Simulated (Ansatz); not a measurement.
# BGeH₅S (SMILES S[BH][GeH3]): single points off equilibrium

A test off equilibrium: a structure displaced at random from a GFN2-xTB minimum is computed at several levels, and each is set against CCSD(T).

Method: single points in def2-TZVPP; program: Ansatz 0.2.0, Gaussian basis.

Cores are frozen in the correlated methods. Filled d shells of the heavier atoms are correlated.

## 1. Where the work starts

SMILES `S[BH][GeH3]`, 8 atoms, charge 0, spin multiplicity 1.

Atoms are counted from 1 here; the program's logs count them from 0.

Bond lengths: S1–B2 1.678 Å, S1–H4 1.282 Å, B2–Ge3 1.969 Å, B2–H5 1.134 Å, Ge3–H6 1.444 Å, Ge3–H7 1.552 Å, Ge3–H8 1.455 Å. Angles: B2–S1–H4 105.0°, S1–B2–Ge3 120.1°, S1–B2–H5 108.4°, Ge3–B2–H5 131.2°, B2–Ge3–H6 118.4°, B2–Ge3–H7 117.7°, B2–Ge3–H8 116.2°, H6–Ge3–H7 97.2°, H6–Ge3–H8 101.8°, H7–Ge3–H8 102.5°.

Geometry (Å):

```xyz
8

S    -1.08820    0.21360   -1.89710
B     0.29230   -0.22450   -1.04910
Ge    0.33130   -0.08410    0.91400
H    -1.86130    0.74460   -1.02300
H     1.03710   -0.66490   -1.78180
H    -0.65370    0.74870    1.56340
H     1.58610    0.55550    1.56600
H     0.19550   -1.33250    1.64950
```

## 2. CCSD(T)/def2-TZVPP

The input, run/in.yaml:

```yaml
crystal:
  periodic: [false, false, false]
  atoms:
    - {symbol: S, position_ang: [-1.088200, 0.213600, -1.897100]}
    - {symbol: B, position_ang: [0.292300, -0.224500, -1.049100]}
    - {symbol: Ge, position_ang: [0.331300, -0.084100, 0.914000]}
    - {symbol: H, position_ang: [-1.861300, 0.744600, -1.023000]}
    - {symbol: H, position_ang: [1.037100, -0.664900, -1.781800]}
    - {symbol: H, position_ang: [-0.653700, 0.748700, 1.563400]}
    - {symbol: H, position_ang: [1.586100, 0.555500, 1.566000]}
    - {symbol: H, position_ang: [0.195500, -1.332500, 1.649500]}
basis:
  gaussian: {orbitals: def2-TZVPP}
correlation: {method: ccsd_t}
output: {forces: true}
```

The command line of these runs was not kept.

## 3. PBE0-D4/def2-TZVPP

run/in.yaml, as its differences from that of step 2:

```diff
@@ -13,3 +13,3 @@
   gaussian: {orbitals: def2-TZVPP}
-correlation: {method: ccsd_t}
-output: {forces: true}
+hamiltonian: {xc: pbe0, dispersion: d4}
+output: {forces: true, orbitals: {seedname: orbitals}}
```

## 4. wB97M-V/def2-TZVPP

run/in.yaml, as its differences from that of step 3:

```diff
@@ -13,3 +13,3 @@
   gaussian: {orbitals: def2-TZVPP}
-hamiltonian: {xc: pbe0, dispersion: d4}
-output: {forces: true, orbitals: {seedname: orbitals}}
+hamiltonian: {xc: {name: wB97M-V}}
+output: {forces: true}
```

## 5. r2SCAN-D4/def2-TZVPP

run/in.yaml, as its differences from that of step 4:

```diff
@@ -13,3 +13,3 @@
   gaussian: {orbitals: def2-TZVPP}
-hamiltonian: {xc: {name: wB97M-V}}
+hamiltonian: {xc: r2scan, dispersion: d4}
 output: {forces: true}
```

## 6. PBE-D4/def2-TZVPP

run/in.yaml, as its differences from that of step 5:

```diff
@@ -13,3 +13,3 @@
   gaussian: {orbitals: def2-TZVPP}
-hamiltonian: {xc: r2scan, dispersion: d4}
+hamiltonian: {xc: pbe, dispersion: d4}
 output: {forces: true}
```

## 7. wB97X-V/def2-TZVPP

run/in.yaml, as its differences from that of step 6:

```diff
@@ -13,3 +13,3 @@
   gaussian: {orbitals: def2-TZVPP}
-hamiltonian: {xc: pbe, dispersion: d4}
+hamiltonian: {xc: {name: wB97X-V}}
 output: {forces: true}
```

## 8. revPBE-D4/def2-TZVPP

run/in.yaml, as its differences from that of step 7:

```diff
@@ -13,3 +13,3 @@
   gaussian: {orbitals: def2-TZVPP}
-hamiltonian: {xc: {name: wB97X-V}}
+hamiltonian: {xc: {name: revPBE}, dispersion: d4}
 output: {forces: true}
```

(Steps that only read results are left out.)

Q: Predict the outcome of this session. Wanted: energy less free atoms, CCSD(T)/def2-TZVPP; RMS force component; RMS force error; HOMO and LUMO, PBE0-D4; T1 diagnostic.

The runs gave:

| quantity | value |
| --- | --- |
| energy less free atoms, CCSD(T)/def2-TZVPP | -2239.1 kJ/mol |
| RMS force component | 1.084 to 1.214 eV/Å over the methods |
| RMS force error | PBE0-D4 0.126, wB97M-V 0.084, r2SCAN-D4 0.106, PBE-D4 0.206, wB97X-V 0.074, revPBE-D4 0.194 eV/Å |
| HOMO and LUMO, PBE0-D4 | -8.35 and -1.76 eV |
| T1 diagnostic | 0.014 |

Against CCSD(T) the functionals' energies less atoms differ by -68.0 to +1.0 kJ/mol, PBE-D4 by -48.4 kJ/mol. The reference is not at the basis limit: in triple zeta CCSD(T) underbinds, which counts against methods that bind more; the gaps are no ranking. The forces of wB97X-V come nearest to CCSD(T), those of PBE-D4 are farthest. Frozen-core CCSD(T) forces in triple zeta carry basis errors of their own, and this is one geometry, so small gaps rank nothing.
